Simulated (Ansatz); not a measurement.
# KScS2: short molecular dynamics of a 16-atom cell

Aim: follow the atoms of KScS2 (ordering on rocksalt) in time, from their lattice sites. Runs: PBEsol, 20 steps of 3 fs under a Langevin thermostat and barostat at 450 K; PBE, 30 steps of 1.5 fs under a Nosé-Hoover thermostat at 100 K. The cell is a 2×2×1 supercell of the structure relaxed with r2SCAN.

All numbers below are computed with Ansatz 0.2.0 (DFT, plane waves, PAW, no spin polarisation).

## 1. The system as given

The cell holds 16 atoms (K4S8Sc4): a = 8.071 Å, b = 8.071 Å, c = 5.465 Å, α = 90.00°, β = 90.00°, γ = 90.00°.

Coordinates:

```xyz
16
Lattice="8.0705 0.0000 0.0000 0.0000 8.0705 0.0000 0.0000 0.0000 5.4655" Properties=species:S:1:pos:R:3 pbc="T T T"
K     0.0000    0.0000    0.0000
S     0.0000    0.0000    2.7327
Sc    2.0176    2.0176    2.7327
S     2.0176    2.0176    0.0000
K     0.0000    4.0353    0.0000
S     0.0000    4.0353    2.7327
Sc    2.0176    6.0529    2.7327
S     2.0176    6.0529    0.0000
K     4.0353    0.0000    0.0000
S     4.0353    0.0000    2.7327
Sc    6.0529    2.0176    2.7327
S     6.0529    2.0176    0.0000
K     4.0353    4.0353    0.0000
S     4.0353    4.0353    2.7327
Sc    6.0529    6.0529    2.7327
S     6.0529    6.0529    0.0000
```

## 2. Run 1: PBEsol

Contents of input.yaml:

```yaml
crystal:
  lattice:
    - [8.0705193283, 0.0, 0.0]
    - [0.0, 8.0705193283, 0.0]
    - [0.0, 0.0, 5.4654928633]
  atoms:
    - { symbol: K, position: [0.0, 0.0, 0.0] }
    - { symbol: S, position: [0.0, 0.0, 0.5] }
    - { symbol: Sc, position: [0.25, 0.25, 0.5] }
    - { symbol: S, position: [0.25, 0.25, 0.0] }
    - { symbol: K, position: [0.0, 0.5, 0.0] }
    - { symbol: S, position: [0.0, 0.5, 0.5] }
    - { symbol: Sc, position: [0.25, 0.75, 0.5] }
    - { symbol: S, position: [0.25, 0.75, 0.0] }
    - { symbol: K, position: [0.5, 0.0, 0.0] }
    - { symbol: S, position: [0.5, 0.0, 0.5] }
    - { symbol: Sc, position: [0.75, 0.25, 0.5] }
    - { symbol: S, position: [0.75, 0.25, 0.0] }
    - { symbol: K, position: [0.5, 0.5, 0.0] }
    - { symbol: S, position: [0.5, 0.5, 0.5] }
    - { symbol: Sc, position: [0.75, 0.75, 0.5] }
    - { symbol: S, position: [0.75, 0.75, 0.0] }
kpoints:
  mp_grid: { grid: [2, 2, 2] }
hamiltonian:
  xc: pbesol
scf:
  occupations: { method: fermi_dirac, width: 0.039 }
md:
  ensemble: npt_langevin
  temperature: 450
  timestep: 3.0
  n_steps: 20
  initial_velocities: maxwell_boltzmann
  seed: 789
```

On the command line:

```sh
$ ansatz run input.yaml --threads 4 --pin off --max-ram 3686MiB --backend cpu --events-out ev --progress --plain --runs-dir out
```

The program printed, cut to the lines that bear on the results:

```text
Warning: md: disabling space-group detection — thermal motion breaks the input geometry's symmetry, so no spatial operation reduces the k-mesh or symmetrises the density; time reversal is kept, so that k and −k are solved as one point where they differ and the mesh holds both, and exact [...]
Warning: RAYON_NUM_THREADS=4 ignored (pool sized by the plan → 4); use --threads N
[...]
Pseudopotentials: kind: paw
Pseudopotential: K, paw, valence charge 9, recommended cutoff 420 eV (normal), K.paw.azcp
Pseudopotential: S, paw, valence charge 6, recommended cutoff 420 eV (normal), S.paw.azcp
Pseudopotential: Sc, paw, valence charge 11, recommended cutoff 420 eV (normal), Sc.paw.azcp
Functional definition: PBEsol
[...]
Crystal: 16 atoms, lattice volume = 355.985 Å³
Basis set: ecut = 420 eV (smoothed over ±3.0 %; plane waves to 437.0 eV, density to 1747.9 eV), 7387 PW (Γ), exchange–correlation on 120×120×80 points (8 copies of the dense FFT grid, shifted against one another)
Bands: 80, of which v1, the nominal top of the filled ones, is band 64 counted from 1 (63 counted from 0)
Symmetry: 1 space group operations
k-points: 8
[...]
SCF iter   1: F=—  HF=-21608.992083 eV  |F-HF|=—  |Δ(HF+E_count)|=         —  Δρ=5.85e-3  dr2=2.07e-1  ethr=1.77e-3  ⟨swp⟩=5.5  Hψ=2408  notcnv=0
[...]
md step     0: t =     0.00 fs  T =   421.9 K  F+E_penalty+E_count = -21608.94234116 eV  E_kin = 0.872505 eV  conserved = -21608.29765265 eV  P_inst = -1.6106 GPa  V = 355.9855 Å³  selection 1  (8 SCF iters)
[...]
md step     1: t =     3.00 fs  T =   393.7 K  F+E_penalty+E_count = -21608.93788081 eV  E_kin = 0.814216 eV  conserved = -21608.29713643 eV  P_inst = -1.5940 GPa  V = 355.8313 Å³  selection 1  (8 SCF iters)
[...]
SCF iter   3: F=—  HF=-21608.924930 eV  |F-HF|=—  |Δ(HF+E_count)|=   5.20e-4  Δρ=1.01e-4  dr2=6.91e-5  ethr=1.62e-6  ⟨swp⟩=2.0  Hψ=845  notcnv=0
```

## 3. The output, continued: npt_langevin at 450 K

Output, continued, cut to the lines that bear on the results:

```text
SCF iter   4: F=—  HF=-21608.925043 eV  |F-HF|=—  |Δ(HF+E_count)|=   1.13e-4  Δρ=2.94e-5  dr2=9.67e-6  ethr=5.40e-8  ⟨swp⟩=2.4  Hψ=965  notcnv=0
[...]
md step     2: t =     6.00 fs  T =   347.2 K  F+E_penalty+E_count = -21608.92486113 eV  E_kin = 0.718164 eV  conserved = -21608.29723319 eV  P_inst = -1.5425 GPa  V = 355.5024 Å³  selection 1  (8 SCF iters)
[...]
md step     6: t =    18.00 fs  T =   263.7 K  F+E_penalty+E_count = -21608.83474555 eV  E_kin = 0.545340 eV  conserved = -21608.29598254 eV  P_inst = -1.2021 GPa  V = 354.7230 Å³  selection 1  (7 SCF iters)
[...]
md step    10: t =    30.00 fs  T =   250.9 K  F+E_penalty+E_count = -21608.90420584 eV  E_kin = 0.519003 eV  conserved = -21608.29662426 eV  P_inst = -0.5326 GPa  V = 353.2194 Å³  selection 1  (6 SCF iters)
[...]
  atom   4  S      0.09695502     0.01086059     0.34676922
  atom   5  K      0.04043038    -0.41429469    -1.02816712
  atom   6  S     -0.23204741    -0.13723112     0.86922897
  atom   7  Sc    -0.54910823     0.21292866     0.61099843
  atom   8  S     -0.01680787    -0.14869729    -0.69378414
[...]
--- Stress (GPa, compression-positive) ---
        0.300134      -0.429248       0.149113
       -0.429248       0.022971      -0.093931
        0.149113      -0.093931      11.091057
  P = ⅓ Tr σ = 3.8047 GPa (38.047 kbar)
--- MD trajectory: 20 steps, t = 0.0 → 60.0 fs ---
  final state: T = 448.8 K   F+E_penalty+E_count = -21609.07914959 eV   E_kin = 0.928221 eV
  conserved energy: peak-to-peak 4.011e-3 eV (2.507e-4 eV/atom) over 60.0 fs
  cell: V = 349.2902 Å³ at the end; means of 21 rows, the approach among them: V = 352.7839 Å³, P_inst = 0.1331 GPa
  mean static stress (GPa): xx -1.2407  yy -1.3824  zz 2.3752  yz -0.0481  xz 0.1110  xy -0.1493
  the result is of one more SCF, on plane waves selected at the last cell: its energy does not rank with the rows'
```

It took 2 min on 4 threads of Arm Neoverse N1, shared host; peak memory 1.2 GiB.

## 4. What the atoms did

The trajectory, every 2 steps (energies from step 0); msd is the mean square displacement from the start, the centre of mass held:

| time (fs) | T (K) | potential energy change (meV/atom) | conserved energy change (meV/atom) | volume (Å³/atom) | pressure (GPa) | msd Sc (Å²) | msd S (Å²) | msd K (Å²) |
| --- | --- | --- | --- | --- | --- | --- | --- | --- |
| 0.0 | 422 | 0.0 | 0.00 | 22.25 | -1.6 | 0.000 | 0.000 | 0.000 |
| 6.0 | 347 | 1.1 | 0.03 | 22.22 | -1.5 | 0.001 | 0.001 | 0.000 |
| 12.0 | 309 | 4.1 | 0.08 | 22.19 | -1.4 | 0.004 | 0.004 | 0.002 |
| 18.0 | 264 | 6.7 | 0.10 | 22.17 | -1.2 | 0.009 | 0.007 | 0.003 |
| 24.0 | 242 | 6.4 | 0.10 | 22.14 | -0.9 | 0.014 | 0.012 | 0.004 |
| 30.0 | 251 | 2.4 | 0.06 | 22.08 | -0.5 | 0.019 | 0.016 | 0.006 |
| 36.0 | 304 | -3.4 | 0.03 | 21.99 | 0.0 | 0.024 | 0.020 | 0.008 |
| 42.0 | 357 | -10.0 | -0.01 | 21.93 | 0.7 | 0.031 | 0.025 | 0.011 |
| 48.0 | 414 | -14.5 | -0.04 | 21.89 | 1.6 | 0.041 | 0.031 | 0.015 |
| 54.0 | 442 | -15.1 | -0.12 | 21.85 | 2.8 | 0.055 | 0.039 | 0.018 |
| 60.0 | 449 | -8.6 | -0.14 | 21.83 | 4.1 | 0.071 | 0.050 | 0.021 |

time (fs), T (K) and a bar:
```
      0.0        422 ########################
      3.0        394 #####################
      6.0        347 ###############
      9.0        332 ##############
     12.0        309 ###########
     15.0        267 ######
     18.0        264 #####
     21.0        264 ######
     24.0        242 ###
     27.0        218 
     30.0        251 ####
     33.0        264 ######
     36.0        304 ##########
     39.0        347 ###############
     42.0        357 #################
     45.0        405 ######################
     48.0        414 #######################
     51.0        467 ##############################
     54.0        442 ###########################
     57.0        470 ##############################
     60.0        449 ###########################
```

Pair distribution over the second half of the run:

| r (Å) | g K–S | g S–Sc |
| --- | --- | --- |
| 0.68 | 0.00 | 0.00 |
| 0.84 | 0.00 | 0.00 |
| 1.00 | 0.00 | 0.00 |
| 1.16 | 0.00 | 0.00 |
| 1.32 | 0.00 | 0.00 |
| 1.48 | 0.00 | 0.00 |
| 1.64 | 0.00 | 0.00 |
| 1.80 | 0.00 | 0.00 |
| 1.96 | 0.00 | 0.00 |
| 2.12 | 0.00 | 0.05 |
| 2.28 | 0.00 | 1.16 |
| 2.44 | 0.00 | 2.07 |
| 2.60 | 1.86 | 1.37 |

## 5. Snapshots as a file

Positions (Å) and forces (eV/Å):

```xyz
16
Lattice="8.065 0.000 0.000 0.000 8.065 0.000 0.000 0.000 5.462" Properties=species:S:1:pos:R:3:forces:R:3 pbc="T T T" time_fs=9.0 T=332 dE=0.0397
K    -0.018    0.018    0.012    0.069   -0.139   -0.664
S     0.024    0.009    2.667   -0.070   -0.059    0.755
Sc    2.066    2.008    2.765   -0.055    0.101    0.215
S     1.982    2.023   -0.031    0.155   -0.091   -0.274
K    -0.023    4.042    0.012   -0.059   -0.105    0.172
S     0.026    4.016    2.766   -0.094    0.059   -0.269
Sc    2.023    6.068    2.719    0.029   -0.153   -0.116
S     1.991    6.020    0.020    0.023    0.142    0.090
K     4.026   -0.033    0.003   -0.176    0.094   -0.283
S     4.040    0.014    2.701    0.007    0.114    0.328
Sc    6.061    2.011    2.753    0.064    0.060    0.077
S     6.017    1.989   -0.005    0.047    0.088   -0.134
K     4.030    4.011    0.008   -0.040    0.043   -0.233
S     4.021    4.089    2.711    0.021   -0.059    0.251
Sc    6.088    6.081    2.679   -0.032   -0.105   -0.095
S     6.022    6.044   -0.003    0.111    0.009    0.179
16
Lattice="8.059 0.000 0.000 0.000 8.059 0.000 0.000 0.000 5.458" Properties=species:S:1:pos:R:3:forces:R:3 pbc="T T T" time_fs=21.0 T=264 dE=0.1135
K    -0.048    0.034    0.005    0.255   -0.242   -1.058
S     0.033    0.013    2.611   -0.143   -0.094    1.273
Sc    2.114    2.010    2.803   -0.161    0.273    0.403
S     1.948    2.049   -0.066    0.254   -0.290   -0.519
K    -0.050    4.056    0.028   -0.098   -0.223    0.210
S     0.054    3.998    2.787   -0.211    0.055   -0.364
Sc    2.039    6.091    2.713    0.085   -0.326   -0.354
S     1.974    5.992    0.077   -0.005    0.323    0.207
K     4.011   -0.046    0.014   -0.335    0.095   -0.550
S     4.052    0.017    2.681   -0.002    0.217    0.626
Sc    6.064    2.017    2.793    0.178    0.115    0.300
S     5.982    1.953   -0.035    0.081    0.288   -0.415
K     4.019    3.994    0.013    0.001    0.069   -0.499
S     3.992    4.154    2.679    0.018   -0.179    0.621
Sc    6.134    6.127    2.627   -0.080   -0.174   -0.289
S     5.994    6.029    0.022    0.162    0.091    0.407
16
Lattice="8.050 0.000 0.000 0.000 8.050 0.000 0.000 0.000 5.451" Properties=species:S:1:pos:R:3:forces:R:3 pbc="T T T" time_fs=30.0 T=251 dE=0.0381
K    -0.076    0.044   -0.020    0.462   -0.274   -0.897
S     0.044   -0.002    2.597   -0.196   -0.027    1.176
Sc    2.144    2.017    2.819   -0.272    0.337    0.495
S     1.928    2.093   -0.106    0.271   -0.567   -0.613
K    -0.067    4.054    0.042   -0.082   -0.194   -0.034
S     0.070    3.993    2.771   -0.275    0.014   -0.118
Sc    2.056    6.081    2.700    0.041   -0.369   -0.492
S     1.970    5.986    0.114   -0.056    0.354    0.265
K     3.986   -0.034    0.016   -0.333    0.018   -0.594
S     4.067    0.014    2.675    0.019    0.292    0.669
Sc    6.068    2.014    2.823    0.270    0.074    0.445
S     5.962    1.941   -0.071    0.067    0.393   -0.603
K     4.005    3.975   -0.008    0.099    0.206   -0.210
S     3.965    4.192    2.682    0.040   -0.266    0.394
Sc    6.144    6.136    2.592   -0.077   -0.173   -0.401
S     5.991    6.013    0.048    0.021    0.182    0.521
16
Lattice="8.035 0.000 0.000 0.000 8.035 0.000 0.000 0.000 5.441" Properties=species:S:1:pos:R:3:forces:R:3 pbc="T T T" time_fs=39.0 T=347 dE=-0.1087
K    -0.095    0.061   -0.066    0.653   -0.357   -0.273
S     0.057   -0.026    2.607   -0.228    0.039    0.634
Sc    2.169    2.028    2.842   -0.359    0.314    0.463
S     1.922    2.112   -0.142    0.262   -0.645   -0.620
K    -0.067    4.056    0.051   -0.098   -0.253   -0.386
S     0.071    3.981    2.735   -0.300   -0.052    0.282
Sc    2.068    6.051    2.670   -0.069   -0.273   -0.600
S     1.957    5.990    0.157   -0.029    0.294    0.317
K     3.947   -0.024    0.019   -0.261   -0.080   -0.526
S     4.097    0.015    2.680    0.012    0.310    0.578
Sc    6.077    2.011    2.863    0.336   -0.036    0.424
S     5.940    1.913   -0.117    0.036    0.625   -0.650
K     3.999    3.965   -0.038    0.175    0.311    0.294
S     3.940    4.212    2.699    0.083   -0.335   -0.049
Sc    6.133    6.119    2.564   -0.035   -0.058   -0.430
S     6.001    6.006    0.072   -0.178    0.197    0.541
16
Lattice="8.024 0.000 0.000 0.000 8.024 0.000 0.000 0.000 5.434" Properties=species:S:1:pos:R:3:forces:R:3 pbc="T T T" time_fs=51.0 T=467 dE=-0.2504
K    -0.100    0.077   -0.129    0.664   -0.398    0.667
S     0.061   -0.062    2.637   -0.254    0.096   -0.213
Sc    2.198    2.036    2.879   -0.361    0.237    0.129
S     1.930    2.089   -0.203    0.219   -0.299   -0.307
K    -0.056    4.076    0.072   -0.075   -0.419   -0.869
S     0.045    3.970    2.707   -0.290   -0.131    0.751
Sc    2.091    5.999    2.590   -0.309    0.003   -0.249
S     1.935    6.019    0.227    0.044    0.104    0.046
K     3.889   -0.011    0.018   -0.005   -0.150   -0.375
S     4.148    0.032    2.693   -0.036    0.308    0.381
Sc    6.092    2.022    2.932    0.377   -0.189   -0.108
S     5.915    1.896   -0.166    0.021    0.790   -0.237
K     4.017    3.998   -0.057    0.060    0.191    0.690
S     3.899    4.225    2.719    0.162   -0.503   -0.410
Sc    6.131    6.113    2.521    0.065    0.167   -0.197
S     6.006    6.020    0.133   -0.281    0.192    0.301
16
Lattice="8.020 0.000 0.000 0.000 8.020 0.000 0.000 0.000 5.431" Properties=species:S:1:pos:R:3:forces:R:3 pbc="T T T" time_fs=60.0 T=449 dE=-0.1368
K    -0.100    0.098   -0.148    0.613   -0.386    1.114
S     0.059   -0.090    2.660   -0.230    0.151   -0.611
Sc    2.222    2.025    2.906   -0.275    0.204   -0.504
S     1.951    2.068   -0.263    0.097    0.011    0.347
K    -0.063    4.078    0.084    0.040   -0.414   -1.028
S     0.016    3.967    2.705   -0.232   -0.137    0.869
Sc    2.102    5.953    2.533   -0.549    0.213    0.611
S     1.919    6.062    0.275   -0.017   -0.149   -0.694
K     3.858   -0.008    0.023    0.194   -0.148   -0.164
S     4.188    0.048    2.721   -0.095    0.322    0.091
Sc    6.105    2.020    2.991    0.415   -0.220   -1.183
S     5.895    1.899   -0.216   -0.037    0.771    0.754
K     4.044    4.036   -0.041   -0.105    0.064    0.463
S     3.871    4.236    2.713    0.274   -0.696   -0.206
Sc    6.136    6.126    2.487    0.142    0.254    0.443
S     6.002    6.045    0.192   -0.235    0.163   -0.302
```

## 6. Run 2: PBE

Edit input.yaml of step 2 so:

```diff
@@ -25,11 +25,11 @@
 hamiltonian:
-  xc: pbesol
+  xc: pbe
 scf:
-  occupations: { method: fermi_dirac, width: 0.039 }
+  occupations: { method: fermi_dirac, width: 0.02 }
 md:
-  ensemble: npt_langevin
-  temperature: 450
-  timestep: 3.0
-  n_steps: 20
+  ensemble: nvt_nose_hoover
+  temperature: 100
+  timestep: 1.5
+  n_steps: 30
   initial_velocities: maxwell_boltzmann
-  seed: 789
+  seed: 3403
```

On the command line:

```sh
$ ansatz run input.yaml --threads 4 --pin off --max-ram 3686MiB --backend cpu --events-out ev --progress --plain --runs-dir out
```

The program printed, cut to the lines that bear on the results:

```text
Warning: md: disabling space-group detection — thermal motion breaks the input geometry's symmetry, so no spatial operation reduces the k-mesh or symmetrises the density; time reversal is kept, so that k and −k are solved as one point where they differ and the mesh holds both, and exact [...]
Warning: RAYON_NUM_THREADS=4 ignored (pool sized by the plan → 4); use --threads N
[...]
[... 4 set-up lines as earlier in the session ...]
Functional definition: PBE
[...]
Crystal: 16 atoms, lattice volume = 355.985 Å³
Basis set: ecut = 420 eV, 7003 PW (Γ), exchange–correlation on 108×108×80 points (8 copies of the dense FFT grid, shifted against one another)
Bands: 80, of which v1, the nominal top of the filled ones, is band 64 counted from 1 (63 counted from 0)
[... 1 set-up line as earlier in the session ...]
k-points: 8
[...]
SCF iter   1: F=—  HF=-21930.341483 eV  |F-HF|=—  |Δ(HF+E_count)|=         —  Δρ=2.99e-3  dr2=7.22e-2  ethr=1.77e-3  ⟨swp⟩=5.8  Hψ=2417  notcnv=0  defer=2
[...]
md step     0: t =     0.00 fs  T =   100.0 K  F+E_penalty+E_count = -21930.32957663 eV  E_kin = 0.193890 eV  conserved = -21930.13568663 eV  (8 SCF iters)
[...]
md step     2: t =     3.00 fs  T =    98.4 K  F+E_penalty+E_count = -21930.32642212 eV  E_kin = 0.190746 eV  conserved = -21930.13567660 eV  (6 SCF iters)
[...]
md step     4: t =     6.00 fs  T =    93.8 K  F+E_penalty+E_count = -21930.31757034 eV  E_kin = 0.181928 eV  conserved = -21930.13564947 eV  (7 SCF iters)
[...]
md step     6: t =     9.00 fs  T =    87.3 K  F+E_penalty+E_count = -21930.30474792 eV  E_kin = 0.169173 eV  conserved = -21930.13560845 eV  (3 SCF iters)
[...]
md step     8: t =    12.00 fs  T =    80.0 K  F+E_penalty+E_count = -21930.29053185 eV  E_kin = 0.155067 eV  conserved = -21930.13556015 eV  (2 SCF iters)
md step     9: t =    13.50 fs  T =    76.6 K  F+E_penalty+E_count = -21930.28384635 eV  E_kin = 0.148454 eV  conserved = -21930.13553578 eV  (3 SCF iters)
```

## 7. The output, continued: nvt_nose_hoover at 100 K

The log, continued, cut to the lines that bear on the results:

```text
md step    10: t =    15.00 fs  T =    73.6 K  F+E_penalty+E_count = -21930.27796650 eV  E_kin = 0.142660 eV  conserved = -21930.13551216 eV  (7 SCF iters)
[...]
md step    15: t =    22.50 fs  T =    71.3 K  F+E_penalty+E_count = -21930.27283410 eV  E_kin = 0.138163 eV  conserved = -21930.13543186 eV  (2 SCF iters)
[...]
md step    20: t =    30.00 fs  T =    99.9 K  F+E_penalty+E_count = -21930.32722944 eV  E_kin = 0.193699 eV  conserved = -21930.13544363 eV  (6 SCF iters)
[...]
md step    25: t =    37.50 fs  T =   158.7 K  F+E_penalty+E_count = -21930.43955514 eV  E_kin = 0.307631 eV  conserved = -21930.13553566 eV  (2 SCF iters)
[...]
md step    29: t =    43.50 fs  T =   216.5 K  F+E_penalty+E_count = -21930.55152362 eV  E_kin = 0.419858 eV  conserved = -21930.13566022 eV  (3 SCF iters)
[...]
NSCF: frozen V_eff on 8 k-points
[...]
SCF converged after 6 iterations
Free energy (F): -21930.579504 eV
[...]
E sigma→0 (E₀):  -21930.579410 eV
Entropy (-TS):   -0.000188 eV (-0.012 meV/atom)
Fermi energy:    6.576006 eV
[...]
--- Forces (eV/Å), atoms counted from 1 ---
  atom   1  K     -0.18081954    -0.25273295    -0.00327946
  atom   2  S      0.05081488    -0.02190919     0.10284178
  atom   3  Sc     0.03388381    -0.29812264    -0.57318970
  atom   4  S     -0.14727379     0.40873821     0.54404704
  atom   5  K      0.08964174    -0.31204778     0.10302480
  atom   6  S     -0.11491314     0.21855234     0.01414537
  atom   7  Sc     0.55208062     0.06532251     0.41420625
  atom   8  S      0.00219659    -0.00705062    -0.57325358
[...]
--- Band table (eV; the first three rows and the last of 8) ---
[...]
--- MD trajectory: 30 steps, t = 0.0 → 45.0 fs ---
  final state: T = 230.8 K   F+E_penalty+E_count = -21930.57950408 eV   E_kin = 0.447433 eV
  conserved energy: peak-to-peak 2.721e-4 eV (1.701e-5 eV/atom) over 45.0 fs
```

It took 2 min on 4 threads of Arm Neoverse N1, shared host; peak memory 1.1 GiB.

## 8. The trajectory

One step in 2; energies are changes from step 0; msd is the mean square displacement from the start, the centre of mass held:

| time (fs) | T (K) | potential energy change (meV/atom) | conserved energy change (meV/atom) | msd Sc (Å²) | msd S (Å²) | msd K (Å²) |
| --- | --- | --- | --- | --- | --- | --- |
| 0.0 | 100 | 0.0 | 0.00 | 0.000 | 0.000 | 0.000 |
| 3.0 | 98 | 0.2 | 0.00 | 0.000 | 0.000 | 0.000 |
| 6.0 | 94 | 0.8 | 0.00 | 0.000 | 0.000 | 0.000 |
| 9.0 | 87 | 1.6 | 0.00 | 0.001 | 0.000 | 0.000 |
| 12.0 | 80 | 2.4 | 0.01 | 0.001 | 0.001 | 0.001 |
| 15.0 | 74 | 3.2 | 0.01 | 0.001 | 0.001 | 0.001 |
| 18.0 | 70 | 3.7 | 0.01 | 0.002 | 0.002 | 0.001 |
| 21.0 | 70 | 3.7 | 0.02 | 0.003 | 0.002 | 0.002 |
| 24.0 | 74 | 3.2 | 0.02 | 0.004 | 0.003 | 0.002 |
| 27.0 | 84 | 2.0 | 0.02 | 0.005 | 0.003 | 0.002 |
| 30.0 | 100 | 0.1 | 0.02 | 0.006 | 0.004 | 0.002 |
| 33.0 | 120 | -2.3 | 0.01 | 0.008 | 0.005 | 0.002 |
| 36.0 | 145 | -5.2 | 0.01 | 0.010 | 0.006 | 0.002 |
| 39.0 | 173 | -8.6 | 0.01 | 0.012 | 0.007 | 0.002 |
| 42.0 | 202 | -12.1 | 0.00 | 0.014 | 0.008 | 0.002 |
| 45.0 | 231 | -15.6 | 0.00 | 0.018 | 0.010 | 0.002 |

time (fs), T (K) and a bar:
```
      0.0        100 ######
      1.5        100 ######
      4.5         96 #####
      6.0         94 #####
      7.5         91 ####
     10.5         84 ###
     12.0         80 ##
     13.5         77 #
     15.0         74 #
     18.0         70 
     19.5         69 
     21.0         70 
     24.0         74 #
     25.5         79 ##
     27.0         84 ###
     30.0        100 ######
     31.5        110 ########
     33.0        120 ##########
     34.5        132 ############
     37.5        159 #################
     39.0        173 ###################
     40.5        187 ######################
     43.5        217 ###########################
     45.0        231 ##############################
```

Pair distribution over the second half of the run:

| r (Å) | g K–S | g S–Sc |
| --- | --- | --- |
| 0.68 | 0.00 | 0.00 |
| 0.84 | 0.00 | 0.00 |
| 1.00 | 0.00 | 0.00 |
| 1.16 | 0.00 | 0.00 |
| 1.32 | 0.00 | 0.00 |
| 1.48 | 0.00 | 0.00 |
| 1.64 | 0.00 | 0.00 |
| 1.80 | 0.00 | 0.00 |
| 1.96 | 0.00 | 0.00 |
| 2.12 | 0.00 | 0.00 |
| 2.28 | 0.00 | 0.03 |
| 2.44 | 0.00 | 0.45 |
| 2.60 | 1.08 | 2.07 |

(Part 1 of 2 ends here.)
